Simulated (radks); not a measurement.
# Ionisation energy and size from Cs³⁺ to Dy³⁺

One table from this session's results is given with a row withheld; the runs are named, their logs left out.

The numbers are computed with radks (a radial shooting solver on a logarithmic mesh, Libxc functionals) version 1 (scalar-relativistic Kohn-Sham, r2SCAN, spin-unpolarised, spherical densities, finite nucleus), except any that are marked as measured or tabulated.

### Starting point

| Property | Result |
| --- | --- |
| species | Cs³⁺, Ba³⁺, La³⁺, Ce³⁺, Pr³⁺, Nd³⁺, Pm³⁺, Sm³⁺, Eu³⁺, Gd³⁺, Tb³⁺, Dy³⁺ |
| runs | 24, each species and its next ion |

Set-up of the first run:

Input:

```text
Z 55
configuration [Kr] 4d10 5s2 5p4
relativity scalar-relativistic
functional r2scan,r2scan
spin unpolarised
nucleus finite rms 4.8041 fm
c 137.035999084
```

Steps of the session up to this table: Cs³⁺, [Kr] 4d10 5s2 5p4.

One table of the session follows, with a row left open; its other results are not shown here.

It belongs to the step «Cs³⁺, [Kr] 4d10 5s2 5p4». Sizes of the orbitals, from the radial functions (bohr):

| level | <r> | outermost maximum (interpolated) | 90 % within | nodes |
| --- | --- | --- | --- | --- |
| 3s | ? | ? | ? | ? |
| 3p | 0.2966 | 0.266 | 0.444 | 1 |
| 3d | 0.2735 | 0.221 | 0.428 | 0 |
| 4s | 0.6951 | 0.643 | 0.999 | 3 |
| 4p | 0.7391 | 0.673 | 1.08 | 2 |
| 4d | 0.8339 | 0.720 | 1.26 | 1 |
| 5s | 1.683 | 1.52 | 2.41 | 4 |
| 5p | 1.915 | 1.72 | 2.76 | 3 |

Estimate the missing values for 3s.

As computed: <r>: 0.2984; outermost maximum (interpolated): 0.272; 90 % within: 0.438; nodes: 2. In the column «<r>» it lies between 3p (0.2966) and 4s (0.6951).

To keep in mind: For Ce³⁺, Pr³⁺, Nd³⁺, Pm³⁺, Sm³⁺, Eu³⁺, Gd³⁺, Tb³⁺, Dy³⁺ the highest level isn't the widest one, so −ε(HOMO) and <r> belong to different orbitals, and Δ-SCF follows the ion's typed configuration. Spin polarisation and multiplet splitting are left out, so open shells lie too high by an amount that depends on their filling.
